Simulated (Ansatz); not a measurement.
# C2H2FMg: the cost of one run

Computed with Ansatz 0.2.0. Level: RKS PBE0-D4/def2-TZVP.

## Step 1: The system as given

SMILES `C=[C+][Mg][F]`, 6 atoms, charge 1, spin multiplicity 1.

Atoms are counted from 1 here; the program's logs count them from 0.

Bond lengths: C1–C2 1.283 Å, C1–H5 1.118 Å, C1–H6 1.118 Å, C2–Mg3 2.177 Å, Mg3–F4 1.751 Å. Angles: C2–C1–H5 122.0°, C2–C1–H6 122.2°, H5–C1–H6 115.8°, C1–C2–Mg3 180.0°, C2–Mg3–F4 180.0°.

Geometry (Å):

```xyz
6
C2H2FMg
C    -0.6131    1.3155   -0.1698
C    -0.0743    0.1604   -0.0201
Mg    0.8394   -1.7996    0.2330
F     1.5738   -3.3763    0.4366
H    -1.1863    1.5874   -1.0904
H    -0.5395    2.1125    0.6107
```

This geometry comes from a loose relaxation at PBE in a small basis, which is not shown.

## Step 3: Plan of the scan

First coordinate, bond length C1–C2: 13 values from 1.038 to 1.900 Å. Second coordinate, bond length C2–Mg3: 13 values from 1.866 to 3.038 Å.

Nothing else is relaxed (all other coordinates rigid). Energies count from the relaxed molecule at the same level. Points are written as (first, second).

(The set-up runs are not shown.)

## Step 4: Point (1.254 Å, 2.159 Å)

The input, input.yaml:

```yaml
crystal:
  periodic: [false, false, false]
  atoms:
    - { symbol: C, position_ang: [-0.609173, 1.306776, -0.168689] }
    - { symbol: C, position_ang: [-0.082808, 0.178037, -0.022389] }
    - { symbol: Mg, position_ang: [0.823413, -1.765426, 0.228605] }
    - { symbol: F, position_ang: [1.543308, -3.31056, 0.428156] }
    - { symbol: H, position_ang: [-1.169772, 1.562574, -1.077758] }
    - { symbol: H, position_ang: [-0.529757, 2.081774, 0.605201] }
total_charge: 1
basis:
  gaussian: { orbitals: def2-TZVP }
hamiltonian:
  xc: pbe0
  dispersion: d4
output:
  forces: true
```

Started as:

```
$ ansatz run input.yaml --threads 1 --pin off --max-ram 2560MiB --backend cpu --events-out ev --progress --plain --runs-dir out
```

**Question.** How long does this run take on 1 thread of Arm Neoverse V1, shared host, and how much memory does it need?

About 3.6 s, with a peak of 0.21 GiB.
